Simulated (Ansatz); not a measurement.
# V2MoSe6: one candidate of a structure search

Aim: relax a trial structure of V2MoSe6 and see where it ends, then test the end with a random kick.

Program: Ansatz 0.2.0. Level of theory: DFT PBE, scalar-relativistic, plane waves, PAW. These are calculated values, not measurements.

### Step 1. The structure to begin with

The structure is trigonal, space group P-3m1 (No. 164). The conventional cell has a = 3.329 Å, b = 3.329 Å, c = 21.275 Å, α = 90.00°, β = 90.00°, γ = 120.00°. V (site symmetry 3m) is surrounded by 6 Se at 2.49 Å. Mo (site symmetry -3m) has 6 Se at 2.56 Å in its first shell of neighbours. Se (site symmetry 3m) is surrounded by 3 Mo at 2.56 Å. Se (site symmetry 3m) is surrounded by 3 V at 2.49 Å.

Structure file:

```cif
data_structure
_symmetry_space_group_name_H-M 'P-3m1'
_symmetry_Int_Tables_number 164
_cell_length_a 3.3292
_cell_length_b 3.3292
_cell_length_c 21.2753
_cell_angle_alpha 90.000
_cell_angle_beta 90.000
_cell_angle_gamma 120.000
_cell_volume 204.22
loop_
_atom_site_label
_atom_site_type_symbol
_atom_site_symmetry_multiplicity
_atom_site_Wyckoff_symbol
_atom_site_fract_x
_atom_site_fract_y
_atom_site_fract_z
_atom_site_occupancy
V1 V 2 c 0.00000 0.00000 0.33488 1
Mo1 Mo 1 a 0.00000 0.00000 0.00000 1
Se1 Se 2 d 0.33333 0.66667 0.07979 1
Se2 Se 2 d 0.33333 0.66667 0.40919 1
Se3 Se 2 d 0.33333 0.66667 0.73946 1
```

The start is the relaxed end of an invented cell (made as: elements ordered on the sites of the VSe2 type, V/Mo on V (P-3m1, No. 164)), taken up again for a closer look.

### Step 2. The guess as it stands, on a coarse mesh

Contents of input.yaml:

```yaml
crystal:
  lattice:
    - [3.32923, 0.0, 0.0]
    - [-1.664615, 2.8831978, 0.0]
    - [0.0, 0.0, 21.2752565]
  atoms:
    - { symbol: V, position: [0.0, 0.0, 0.334877], spin: 0.67 }
    - { symbol: V, position: [0.0, 0.0, 0.665123], spin: 0.67 }
    - { symbol: Mo, position: [0.0, 0.0, 0.0] }
    - { symbol: Se, position: [0.3333333, 0.6666667, 0.079793] }
    - { symbol: Se, position: [0.3333333, 0.6666667, 0.409188] }
    - { symbol: Se, position: [0.3333333, 0.6666667, 0.73946] }
    - { symbol: Se, position: [0.6666667, 0.3333333, 0.26054] }
    - { symbol: Se, position: [0.6666667, 0.3333333, 0.590812] }
    - { symbol: Se, position: [0.6666667, 0.3333333, 0.920207] }
basis:
  ecutwfc: 420
kpoints:
  mp_grid: { grid: [6, 6, 1] }
hamiltonian:
  xc: pbe
scf:
  occupations: { method: gaussian, width: 0.1 }
  lower_state_search: "off"
output:
  forces: true
  stress: true
  eigenvalues: true
  populations: true
magnetization:
  spin_polarized: true
```

Launch:

```
$ ansatz run input.yaml --threads 4 --pin off --max-ram 8192MiB --backend cpu --events-out ev --progress --plain --runs-dir out
```

Further runs follow: relaxation on the finer mesh; kick test: the unmoved cell on a coarse mesh; kicked and relaxed without symmetry.

Q: Predict the outcome of this session. Wanted: conventional cell; volume; energy over the elements; gap on the mesh; total moment.

**Answer**, as computed:

```
                              quantity                                                                        value
symmetry at the end (tolerance 0.05 Å)                                                  space group P-3m1 (No. 164)
                     conventional cell  a = 3.329 Å, b = 3.329 Å, c = 21.275 Å, α = 90.00°, β = 90.00°, γ = 120.00°
                                volume                                                                22.69 Å³/atom
              energy over the elements                                                                -0.61 eV/atom
                       gap on the mesh                                                                 none (metal)
                          total moment                                                                 1.27 μB/cell
```

What this shows: The space group P-3m1 (No. 164) is kept, at nearly the size of the first guess. It lies below the elements, which doesn't yet make it stable: competing phases were not computed in this session. The kick test gives no clear verdict at this accuracy. Where a structure here is layered, its layers are held mostly by dispersion, which this level lacks, so their spacing and the stiffness across them are unreliable there. Other magnetic orders were not searched.
